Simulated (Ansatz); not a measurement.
# ZnO5: the cost of one run

Program: Ansatz 0.2.0. Level of theory: DFT PBE, scalar-relativistic, plane waves, PAW, unless a step names another level. These are calculated values, not measurements.

3 further runs of the same task are left out: 2 that didn't finish, 1 set aside as unsound or not needed. Runs told in other sessions of the task aren't counted.

## (1) The starting structure

Symmetry: P3m1, No. 156, trigonal system. Conventional cell: a = 3.300 Å, b = 3.300 Å, c = 12.438 Å, α = 90.00°, β = 90.00°, γ = 120.00°. Zn (site symmetry 3m) is surrounded by 3 O at 1.91 Å. Around O (site symmetry 3m) lie 1 O at 1.22 Å. Around O (site symmetry 3m) lie 3 Zn at 1.91 Å.

Structure file:

```
Zn O
1.0
     3.29958    0.00000    0.00000
    -1.64979    2.85752    0.00000
     0.00000    0.00000   12.43839
Zn O
1 5
Cartesian
  0.0000 0.0000 0.1748
  1.6498 0.9525 3.5459
  1.6498 0.9525 4.7648
  0.0000 0.0000 7.6866
  0.0000 0.0000 8.9051
  0.0000 1.9050 0.1728
```

It came out lowest among 32 distinct ends of the trial cells. At a tolerance of 0.02 Å it has space group P3m1 (No. 156). Site moments: 0.0 -0.6 -0.6 0.6 0.6 0.0 μB.

## (2) A stricter relaxation, on the response runs' mesh and smearing

Input file input.yaml:

```yaml
crystal:
  lattice:
    - [3.2995817102, 0.0, 0.0]
    - [-1.6497908551, 2.8575215829, 0.0]
    - [0.0, 0.0, 12.4383947672]
  atoms:
    - { symbol: Zn, position: [0.0, 0.0, 0.0140550316] }
    - { symbol: O, position: [0.6666666667, 0.3333333333, 0.2850746015], spin: -0.61 }
    - { symbol: O, position: [0.6666666667, 0.3333333333, 0.3830714856], spin: -0.61 }
    - { symbol: O, position: [0.0, 0.0, 0.6179717185], spin: 0.61 }
    - { symbol: O, position: [0.0, 0.0, 0.7159368627], spin: 0.61 }
    - { symbol: O, position: [0.3333333333, 0.6666666667, 0.0138903001] }
basis:
  ecutwfc: 420
kpoints:
  mp_grid: { grid: [12, 12, 4] }
hamiltonian:
  xc: pbe
scf:
  occupations: { method: gaussian, width: 0.01 }
output:
  forces: true
  stress: true
  eigenvalues: true
  populations: true
magnetization:
  spin_polarized: true
relax:
  adjacent_minimum: "off"
  f_tol: 0.001
  max_steps: 60
  cell: { stress_tol: 0.01 }
```

Run with:

```
ansatz run input.yaml --threads 3 --pin off --max-ram 7680MiB --backend cpu --events-out ev --progress --plain --runs-dir out
```

What time and memory should one allow on 3 threads of Intel Xeon Platinum 8488C (Sapphire Rapids), shared host?

About 4.2 min, with a peak of 0.71 GiB.
